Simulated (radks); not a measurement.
# Ionising promethium step by step, Pm³²⁺ to Pm⁴²⁺

Wanted: the ionisation ladder of promethium and its errors against NIST. Each value is a difference of total energies (Δ-SCF).

Program: radks (a radial shooting solver on a logarithmic mesh, Libxc functionals) version 1. Level of theory: scalar-relativistic Kohn-Sham, PBE, spin-polarised, spherical densities, finite nucleus; open shells are filled with parallel spins first. These are calculated values, not measurements, unless marked.

## (1) The atom as given

* element: promethium (Z = 61)
* charges: 32 to 42
* first configuration: [Ar] 3d10 4s1
* last configuration: [Ar] 3d1

The outer shells:

Pm³²⁺
```
[Ar] core
3d [↑↓][↑↓][↑↓][↑↓][↑↓]
4s [↑ ]
```

Pm⁴²⁺
```
[Ar] core
3d [↑ ][  ][  ][  ][  ]
```

## (2) Pm³²⁺, [Ar] 3d10 4s1

Settings of this run:

```text
Z 61
configuration [Ar] 3d10 4s1 4p0 5s0
relativity scalar-relativistic
functional pbe,pbe
spin polarised
nucleus finite rms 4.962 fm
c 137.035999084
```

## (3) Pm³³⁺, [Ar] 3d10

Settings of this run:

```text
Z 61
configuration [Ar] 3d10 4s0 4p0
relativity scalar-relativistic
functional pbe,pbe
spin polarised
nucleus finite rms 4.962 fm
c 137.035999084
```

## (4) Pm³⁴⁺, [Ar] 3d9

Settings of this run:

```text
Z 61
configuration [Ar] 3d9
relativity scalar-relativistic
functional pbe,pbe
spin polarised
nucleus finite rms 4.962 fm
c 137.035999084
```

## (5) Pm³⁵⁺, [Ar] 3d8

Settings, as their differences from step 4:

```diff
@@ -1,3 +1,3 @@
 Z 61
-configuration [Ar] 3d9
+configuration [Ar] 3d8 4s0 4p0
 relativity scalar-relativistic
```

## (6) Pm³⁶⁺, [Ar] 3d7

Settings of this run:

```text
Z 61
configuration [Ar] 3d7
relativity scalar-relativistic
functional pbe,pbe
spin polarised
nucleus finite rms 4.962 fm
c 137.035999084
```

## (7) Pm³⁷⁺, [Ar] 3d6

Settings, as their differences from step 6:

```diff
@@ -1,3 +1,3 @@
 Z 61
-configuration [Ar] 3d7
+configuration [Ar] 3d6 4s0 4p0
 relativity scalar-relativistic
```

## (8) Pm³⁸⁺, [Ar] 3d5

Settings of this run:

```text
Z 61
configuration [Ar] 3d5
relativity scalar-relativistic
functional pbe,pbe
spin polarised
nucleus finite rms 4.962 fm
c 137.035999084
```

## (9) Pm³⁹⁺, [Ar] 3d4

Settings, as their differences from step 8:

```diff
@@ -1,3 +1,3 @@
 Z 61
-configuration [Ar] 3d5
+configuration [Ar] 3d4 4s0 4p0
 relativity scalar-relativistic
```

## (10) Pm⁴⁰⁺, [Ar] 3d3

Settings of this run:

```text
Z 61
configuration [Ar] 3d3
relativity scalar-relativistic
functional pbe,pbe
spin polarised
nucleus finite rms 4.962 fm
c 137.035999084
```

## (11) Pm⁴¹⁺, [Ar] 3d2

Settings, as their differences from step 10:

```diff
@@ -1,3 +1,3 @@
 Z 61
-configuration [Ar] 3d3
+configuration [Ar] 3d2
 relativity scalar-relativistic
```

## (12) Pm⁴²⁺, [Ar] 3d1

Settings, as their differences from step 11:

```diff
@@ -1,3 +1,3 @@
 Z 61
-configuration [Ar] 3d2
+configuration [Ar] 3d1 4s0 4p0
 relativity scalar-relativistic
```

Before running it: what results should come out? Wanted: for each run, species; configuration; Δ-SCF; −ε(HOMO); NIST; error.

The runs gave:

```csv
species,configuration,Δ-SCF (eV),−ε(HOMO) (eV),NIST (eV),error (%)
Pm³²⁺,[Ar] 3d10 4s1,1315.2,1294.9,1309 (semi-emp.),+0.5
Pm³³⁺,[Ar] 3d10,2261.0,2214.3,2251 (theory),+0.4
Pm³⁴⁺,[Ar] 3d9,2357.1,2309.8,2344 (theory),+0.6
Pm³⁵⁺,[Ar] 3d8,2454.3,2406.5,2443 (theory),+0.5
Pm³⁶⁺,[Ar] 3d7,2552.5,2504.2,2549 (theory),+0.1
Pm³⁷⁺,[Ar] 3d6,2651.6,2602.9,2652 (theory),-0.0
Pm³⁸⁺,[Ar] 3d5,2780.8,2730.1,2755 (theory),+0.9
Pm³⁹⁺,[Ar] 3d4,2885.0,2833.7,2892 (theory),-0.2
Pm⁴⁰⁺,[Ar] 3d3,2990.2,2938.4,2997 (theory),-0.2
Pm⁴¹⁺,[Ar] 3d2,3096.3,3044.1,3112 (theory),-0.5
```

In words: Reference values: NIST Atomic Spectra Database (exp. measured, semi-emp. semi-empirical, theory a theoretical value adopted there). The steepest step, after dividing by the final charge, comes at Pm³³⁺ in [Ar] 3d10, where the value goes from 1315.2 to 2261.0 eV. There the highest level belongs to another shell. Minus the highest eigenvalue gives 98 to 98 % of the Δ-SCF value along the ladder. Open shells are spherical and high-spin; term and fine-structure splittings are not resolved. Spin-orbit splitting is averaged out at the scalar-relativistic level.
